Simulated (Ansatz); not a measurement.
# NbCd3: the cost of one run

Program: Ansatz 0.2.0. Level of theory: DFT LDA, scalar-relativistic. These are calculated values, not measurements.

### 1 The structure to begin with

The structure is cubic, space group Pm-3m (No. 221). The conventional cell has a = 4.215 Å, b = 4.215 Å, c = 4.215 Å, α = 90.00°, β = 90.00°, γ = 90.00°. Nb (site symmetry m-3m) has 12 Cd at 2.98 Å as nearest neighbours. Around Cd (site symmetry 4/mmm) lie 8 Cd at 2.98 Å and 4 Nb at 2.98 Å.

Structure file:

```cif
data_structure
_symmetry_space_group_name_H-M 'Pm-3m'
_symmetry_Int_Tables_number 221
_cell_length_a 4.2150
_cell_length_b 4.2150
_cell_length_c 4.2150
_cell_angle_alpha 90.000
_cell_angle_beta 90.000
_cell_angle_gamma 90.000
_cell_volume 74.88
loop_
_atom_site_label
_atom_site_type_symbol
_atom_site_symmetry_multiplicity
_atom_site_Wyckoff_symbol
_atom_site_fract_x
_atom_site_fract_y
_atom_site_fract_z
_atom_site_occupancy
Nb1 Nb 1 a 0.00000 0.00000 0.00000 1
Cd1 Cd 3 c 0.00000 0.50000 0.50000 1
```

The file gives the conventional cell by its symmetry; the runs use the cell typed in the input.

Atoms are numbered in the order of the input: Nb1, Cd2, Cd3, Cd4.

### 2 The deformed structure

Space group Pm-3m before, R-3m after.

### 3 Full-potential LAPW

input.yaml

```yaml
crystal:
  lattice:
    - [4.215, -0.021075, -0.021075]
    - [-0.021075, 4.215, -0.021075]
    - [-0.021075, -0.021075, 4.215]
  atoms:
    - { symbol: Nb, position: [0.0, 0.0, 0.0] }
    - { symbol: Cd, position: [0.0, 0.5, 0.5] }
    - { symbol: Cd, position: [0.5, 0.0, 0.5] }
    - { symbol: Cd, position: [0.5, 0.5, 0.0] }
kpoints:
  mp_grid: { grid: [9, 9, 9] }
  band_path:
    path:
      - [0.0, 0.0, 0.0]
      - [0.5, 0.0, 0.0]
      - [0.5, -0.5, 0.5]
      - [0.4901240068, -0.5098759932, 0.4901240068]
      - [0.4901240068, 0.4901240068, 0.4901240068]
      - [0.0, 0.0, 0.0]
      - [0.5, -0.5, 0.0]
    npoints: 5
scf:
  occupations: { method: fermi_dirac, width: 0.08 }
hamiltonian:
  xc: lda
  pseudopotentials: { kind: all_electron, lapw: { basis_error: 0.0005 } }
output:
  forces: true
  stress: true
  eigenvalues: true
```

Run with:

```
> ansatz run input.yaml --threads 1 --pin off --max-ram 4096MiB --backend cpu --events-out ev --progress --plain --runs-dir out
```

**Question.** How long does this run take on 1 thread of Intel Xeon Platinum 8259CL at 2.50GHz (Skylake/Cascade Lake), shared host, and how much memory does it need?

About 2.2 min, with a peak of 0.94 GiB.
